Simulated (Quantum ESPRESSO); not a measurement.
# TiN (Fm-3m) in Quantum ESPRESSO: notebook

One crystal, TiN, is run at these levels: LDA; tasks: single point, equation of state.

Everything below comes from runs of Quantum ESPRESSO 7.5. Logs are shortened: lines on timing, memory, paths and dates and some standing lists are left out, and cuts for length are marked.

## (1) The structure

The structure is cubic, space group Fm-3m (No. 225). Conventional cell: a = 4.240 Å, b = 4.240 Å, c = 4.240 Å, α = 90.00°, β = 90.00°, γ = 90.00°. Around Ti (site symmetry m-3m) lie 6 N at 2.12 Å. Around N (site symmetry m-3m) lie 6 Ti at 2.12 Å.

The cell was built by a generator and needn't be a form met in nature.

## (2) Single point, LDA, 8.96 Å³/atom

Contents of pw.in:

```
&CONTROL
  calculation = 'scf'
  prefix = 'pwscf'
  outdir = './tmp'
  pseudo_dir = './pseudo'
  tprnfor = .true.
  tstress = .true.
  disk_io = 'nowf'
/
&SYSTEM
  ibrav = 0
  nat = 2
  ntyp = 2
  ecutwfc = 45
  ecutrho = 360
  nbnd = 15
  occupations = 'smearing'
  smearing = 'mp'
  degauss = 0.01469973
/
&ELECTRONS
  conv_thr = 4d-10
  electron_maxstep = 120
  mixing_beta = 0.5
/
ATOMIC_SPECIES
Ti    47.8670 ti_lda_v1.4.uspp.F.UPF
N     14.0070 n_lda_v1.2.uspp.F.UPF
CELL_PARAMETERS angstrom
   0.0000000000    2.0767225505    2.0767225505
   2.0767225505    0.0000000000    2.0767225505
   2.0767225505    2.0767225505    0.0000000000
ATOMIC_POSITIONS crystal
Ti     0.0000000000    0.0000000000    0.0000000000
N      0.5000000000    0.5000000000    0.5000000000
K_POINTS automatic
16 16 16 0 0 0
```

Potentials or basis: GBRV 1.5 LDA.

Started as:

```bash
> OMP_NUM_THREADS=1 pw.x -in pw.in > pw.out
```

pw.out:

```text
This program is part of the open-source Quantum ESPRESSO suite
     for quantum simulation of materials; please cite
         "P. Giannozzi et al., J. Phys.:Condens. Matter 21 395502 (2009);
         "P. Giannozzi et al., J. Phys.:Condens. Matter 29 465901 (2017);
         "P. Giannozzi et al., J. Chem. Phys. 152 154105 (2020);
     in publications or presentations arising from this work. More details at

     Message from routine setup:
     using ibrav=0 with symmetry is DISCOURAGED, use correct ibrav instead

     G-vector sticks info
     --------------------
     sticks:   dense  smooth     PW     G-vecs:    dense   smooth      PW
     Sum         757     379    121                13851     4957     941

     Using Slab Decomposition

     bravais-lattice index     =            0
     lattice parameter (alat)  =       5.5500  a.u.
     unit-cell volume          =     120.8821 (a.u.)^3
     number of atoms/cell      =            2
     number of atomic types    =            2
     number of electrons       =        17.00
     number of Kohn-Sham states=           15
     kinetic-energy cutoff     =      45.0000  Ry
     charge density cutoff     =     360.0000  Ry
     scf convergence threshold =      4.0E-10
     mixing beta               =       0.5000
     number of iterations used =            8  plain     mixing
     Exchange-correlation= SLA  PZ   NOGX NOGC
                           (   1   1   0   0   0   0   0)

     celldm(1)=   5.549992  celldm(2)=   0.000000  celldm(3)=   0.000000
     celldm(4)=   0.000000  celldm(5)=   0.000000  celldm(6)=   0.000000

     crystal axes: (cart. coord. in units of alat)
               a(1) = (   0.000000   0.707107   0.707107 )
               a(2) = (   0.707107   0.000000   0.707107 )
               a(3) = (   0.707107   0.707107   0.000000 )

     reciprocal axes: (cart. coord. in units 2 pi/alat)
               b(1) = ( -0.707107  0.707107  0.707107 )
               b(2) = (  0.707107 -0.707107  0.707107 )
               b(3) = (  0.707107  0.707107 -0.707107 )

     PseudoPot. # 1 for Ti read from file:
     ti_lda_v1.4.uspp.F.UPF
     Pseudo is Ultrasoft + core correction, Zval = 12.0
     Generated by new atomic code, or converted to UPF format
     Using radial grid of  851 points,  6 beta functions with:
                l(1) =   0
                l(2) =   0
                l(3) =   1
                l(4) =   1
                l(5) =   2
                l(6) =   2
     Q(r) pseudized with  6 coefficients,  rinner =    1.000   1.000   1.000
                                                       1.000   1.000

     PseudoPot. # 2 for N  read from file:
     n_lda_v1.2.uspp.F.UPF
     Pseudo is Ultrasoft + core correction, Zval =  5.0
     Generated by new atomic code, or converted to UPF format
     Using radial grid of  729 points,  4 beta functions with:
                l(1) =   0
                l(2) =   0
                l(3) =   1
                l(4) =   1
     Q(r) pseudized with  8 coefficients,  rinner =    0.900   0.900   0.900

     atomic species   valence    mass     pseudopotential
     Ti               12.00    47.86700     Ti( 1.00)
     N                 5.00    14.00700     N ( 1.00)

     48 Sym. Ops., with inversion, found

   Cartesian axes

     site n.     atom                  positions (alat units)
         1        Ti     tau(   1) = (   0.0000000   0.0000000   0.0000000  )
         2        N      tau(   2) = (   0.7071068   0.7071068   0.7071068  )

     number of k points=   145  Methfessel-Paxton smearing, width (Ry)=  0.0147

     Number of k-points >= 100: set verbosity='high' to print them.

     Dense  grid:    13851 G-vectors     FFT dimensions: (  36,  36,  36)

     Smooth grid:     4957 G-vectors     FFT dimensions: (  24,  24,  24)

     Check: negative core charge=   -0.000015

     Initial potential from superposition of free atoms

     starting charge      16.0000, renormalised to      17.0000

     negative rho (up, down):  4.876E-04 0.000E+00
     Starting wfcs are   14 randomized atomic wfcs +    1 random wfcs

     Self-consistent Calculation

     iteration #  1     ecut=    45.00 Ry     beta= 0.50
     Davidson diagonalization with overlap
     ethr =  1.00E-02,  avg # of iterations =  3.8

     negative rho (up, down):  5.137E-04 0.000E+00

     total energy              =    -139.46104607 Ry
     estimated scf accuracy    <       0.57286108 Ry

     iteration #  2     ecut=    45.00 Ry     beta= 0.50
     Davidson diagonalization with overlap
     ethr =  3.37E-03,  avg # of iterations =  2.2

     negative rho (up, down):  4.359E-04 0.000E+00

     total energy              =    -139.55291207 Ry
     estimated scf accuracy    <       0.68389201 Ry

     iteration #  3     ecut=    45.00 Ry     beta= 0.50
     Davidson diagonalization with overlap
     ethr =  3.37E-03,  avg # of iterations =  1.2

     negative rho (up, down):  4.071E-04 0.000E+00

     total energy              =    -139.68409682 Ry
     estimated scf accuracy    <       0.01595497 Ry

     iteration #  4     ecut=    45.00 Ry     beta= 0.50
     Davidson diagonalization with overlap
     ethr =  9.39E-05,  avg # of iterations =  2.8

     negative rho (up, down):  3.886E-04 0.000E+00

     total energy              =    -139.68779096 Ry
     estimated scf accuracy    <       0.00086415 Ry

     iteration #  5     ecut=    45.00 Ry     beta= 0.50
     Davidson diagonalization with overlap
     ethr =  5.08E-06,  avg # of iterations =  3.1

     negative rho (up, down):  3.852E-04 0.000E+00

     total energy              =    -139.68799190 Ry
     estimated scf accuracy    <       0.00075367 Ry
[... 46 lines left out ...]
     iteration # 11     ecut=    45.00 Ry     beta= 0.50
     Davidson diagonalization with overlap
     ethr =  4.51E-10,  avg # of iterations =  1.3

     negative rho (up, down):  3.846E-04 0.000E+00

     total energy              =    -139.68812714 Ry
     estimated scf accuracy    <          3.3E-09 Ry

     iteration # 12     ecut=    45.00 Ry     beta= 0.50
     Davidson diagonalization with overlap
     ethr =  1.91E-11,  avg # of iterations =  1.3

     negative rho (up, down):  3.846E-04 0.000E+00

     total energy              =    -139.68812714 Ry
     estimated scf accuracy    <          1.4E-09 Ry

     iteration # 13     ecut=    45.00 Ry     beta= 0.50
     Davidson diagonalization with overlap
     ethr =  8.31E-12,  avg # of iterations =  1.1

     negative rho (up, down):  3.846E-04 0.000E+00

     total energy              =    -139.68812714 Ry
     estimated scf accuracy    <          9.5E-10 Ry

     iteration # 14     ecut=    45.00 Ry     beta= 0.50
     Davidson diagonalization with overlap
     ethr =  5.57E-12,  avg # of iterations =  1.6

     negative rho (up, down):  3.846E-04 0.000E+00

     End of self-consistent calculation

     Number of k-points >= 100: set verbosity='high' to print the bands.

     the Fermi energy is    18.0353 ev

!    total energy              =    -139.68812714 Ry
     estimated scf accuracy    <          5.4E-12 Ry
     smearing contrib. (-TS)   =      -0.00007861 Ry
     internal energy E=F+TS    =    -139.68804853 Ry

     The total energy is F=E-TS. E is the sum of the following terms:
     one-electron contribution =     -22.69452707 Ry
     hartree contribution      =      21.84570957 Ry
     xc contribution           =     -23.45839174 Ry
     ewald contribution        =    -115.38083930 Ry

     convergence has been achieved in  14 iterations

     negative rho (up, down):  3.846E-04 0.000E+00

     Forces acting on atoms (cartesian axes, Ry/au):

     atom    1 type  1   force =     0.00000000   -0.00000000   -0.00000000
     atom    2 type  2   force =    -0.00000000    0.00000000    0.00000000

     Total force =     0.000000     Total SCF correction =     0.000000

     Computing stress (Cartesian axis) and pressure

     negative rho (up, down):  3.846E-04 0.000E+00
          total   stress  (Ry/bohr**3)                   (kbar)     P=       48.79
   0.00033166   0.00000000   0.00000000           48.79        0.00        0.00
   0.00000000   0.00033166   0.00000000            0.00       48.79        0.00
   0.00000000   0.00000000   0.00033166            0.00        0.00       48.79

=------------------------------------------------------------------------------=
   JOB DONE.
=------------------------------------------------------------------------------=
```

Run time: 20 s. Hardware: 1 thread of Intel Xeon Platinum 8488C (Sapphire Rapids), shared host; peak memory 0.11 GiB.

What came out:

| Quantity | Value |
| --- | --- |
| Free energy | -1900.5538 eV |
| Pressure | 4.9 GPa |
| Band gap on the k mesh | none (metal or under the smearing width) |

## (3) Single point, LDA, 9.15 Å³/atom

pw.in, as its differences from that of step 2:

```diff
@@ -29,5 +29,5 @@
 CELL_PARAMETERS angstrom
-   0.0000000000    2.0767225505    2.0767225505
-   2.0767225505    0.0000000000    2.0767225505
-   2.0767225505    2.0767225505    0.0000000000
+   0.0000000000    2.0913478390    2.0913478390
+   2.0913478390    0.0000000000    2.0913478390
+   2.0913478390    2.0913478390    0.0000000000
 ATOMIC_POSITIONS crystal
```

Potentials or basis: GBRV 1.5 LDA.

Started as:

```bash
> OMP_NUM_THREADS=1 pw.x -in pw.in > pw.out
```

Wall time 22 s (1 thread of Intel Xeon Platinum 8488C (Sapphire Rapids), shared host); peak memory 0.11 GiB.

Results (log left out):

- Free energy: -1900.5573 eV
- Pressure: -2.0 GPa
- Band gap on the k mesh: none (metal or under the smearing width)

## (4) Single point, LDA, 9.34 Å³/atom

pw.in, as its differences from that of step 3:

```diff
@@ -29,5 +29,5 @@
 CELL_PARAMETERS angstrom
-   0.0000000000    2.0913478390    2.0913478390
-   2.0913478390    0.0000000000    2.0913478390
-   2.0913478390    2.0913478390    0.0000000000
+   0.0000000000    2.1057713834    2.1057713834
+   2.1057713834    0.0000000000    2.1057713834
+   2.1057713834    2.1057713834    0.0000000000
 ATOMIC_POSITIONS crystal
```

Started as:

```bash
> OMP_NUM_THREADS=1 pw.x -in pw.in > pw.out
```

Run time: 20 s. Hardware: 1 thread of Intel Xeon Platinum 8488C (Sapphire Rapids), shared host; peak memory 0.11 GiB.

It converged, with:

| Quantity | Value |
| --- | --- |
| Free energy | -1900.5454 eV |
| Pressure | -8.1 GPa |
| Band gap on the k mesh | none (metal or under the smearing width) |

## (5) Single point, LDA, 9.53 Å³/atom

pw.in, as its differences from that of step 4:

```diff
@@ -29,5 +29,5 @@
 CELL_PARAMETERS angstrom
-   0.0000000000    2.1057713834    2.1057713834
-   2.1057713834    0.0000000000    2.1057713834
-   2.1057713834    2.1057713834    0.0000000000
+   0.0000000000    2.1200000000    2.1200000000
+   2.1200000000    0.0000000000    2.1200000000
+   2.1200000000    2.1200000000    0.0000000000
 ATOMIC_POSITIONS crystal
```

Started as:

```bash
> OMP_NUM_THREADS=1 pw.x -in pw.in > pw.out
```

It took 20 s on 1 thread of Intel Xeon Platinum 8488C (Sapphire Rapids), shared host; peak memory 0.11 GiB.

The run converged. Its results:

```
Free energy            : -1900.5197 eV
Pressure               : -13.6 GPa
Band gap on the k mesh : none (metal or under the smearing width)
```

## (6) Single point, LDA, 9.72 Å³/atom

pw.in, as its differences from that of step 5:

```diff
@@ -29,5 +29,5 @@
 CELL_PARAMETERS angstrom
-   0.0000000000    2.1200000000    2.1200000000
-   2.1200000000    0.0000000000    2.1200000000
-   2.1200000000    2.1200000000    0.0000000000
+   0.0000000000    2.1340401443    2.1340401443
+   2.1340401443    0.0000000000    2.1340401443
+   2.1340401443    2.1340401443    0.0000000000
 ATOMIC_POSITIONS crystal
```

Potentials or basis: GBRV 1.5 LDA.

Started as:

```bash
> OMP_NUM_THREADS=1 pw.x -in pw.in > pw.out
```

Wall time 14 s (1 thread of Intel Xeon Platinum 8488C (Sapphire Rapids), shared host); peak memory 0.11 GiB.

Results (log left out):

```
Free energy            : -1900.4816 eV
Pressure               : -18.6 GPa
Band gap on the k mesh : none (metal or under the smearing width)
```

## (7) Single point, LDA, 9.91 Å³/atom

pw.in, as its differences from that of step 6:

```diff
@@ -29,5 +29,5 @@
 CELL_PARAMETERS angstrom
-   0.0000000000    2.1340401443    2.1340401443
-   2.1340401443    0.0000000000    2.1340401443
-   2.1340401443    2.1340401443    0.0000000000
+   0.0000000000    2.1478979361    2.1478979361
+   2.1478979361    0.0000000000    2.1478979361
+   2.1478979361    2.1478979361    0.0000000000
 ATOMIC_POSITIONS crystal
```

Started as:

```bash
> OMP_NUM_THREADS=1 pw.x -in pw.in > pw.out
```

Wall time 15 s (1 thread of Intel Xeon Platinum 8488C (Sapphire Rapids), shared host); peak memory 0.12 GiB.

The run converged. Its results:

```
Free energy            : -1900.4323 eV
Pressure               : -23.0 GPa
Band gap on the k mesh : none (metal or under the smearing width)
```

## (8) Single point, LDA, 10.10 Å³/atom

pw.in, as its differences from that of step 7:

```diff
@@ -29,5 +29,5 @@
 CELL_PARAMETERS angstrom
-   0.0000000000    2.1478979361    2.1478979361
-   2.1478979361    0.0000000000    2.1478979361
-   2.1478979361    2.1478979361    0.0000000000
+   0.0000000000    2.1615791835    2.1615791835
+   2.1615791835    0.0000000000    2.1615791835
+   2.1615791835    2.1615791835    0.0000000000
 ATOMIC_POSITIONS crystal
```

Started as:

```bash
> OMP_NUM_THREADS=1 pw.x -in pw.in > pw.out
```

Run time: 15 s. Hardware: 1 thread of Intel Xeon Platinum 8488C (Sapphire Rapids), shared host; peak memory 0.11 GiB.

It converged, with:

```yaml
Free_energy: -1900.3731 eV
Pressure: -26.9 GPa
Band_gap_on_the_k_mesh: none (metal or under the smearing width)
```

## (9) Equation of state, LDA

Potentials or basis: GBRV 1.5 LDA.

This step only gathers the single runs of the series.

Results:

- Equilibrium volume: 9.09 Å³/atom
- Bulk modulus: 319 GPa
- Pressure derivative of the bulk modulus: 4.2

Energy against volume, from the lowest point:
```csv
volume (Å³/atom),energy (meV/atom)
8.956,1.76
9.147,0.00
9.338,5.95
9.528,18.81
9.719,37.87
9.909,62.52
10.100,92.11
```
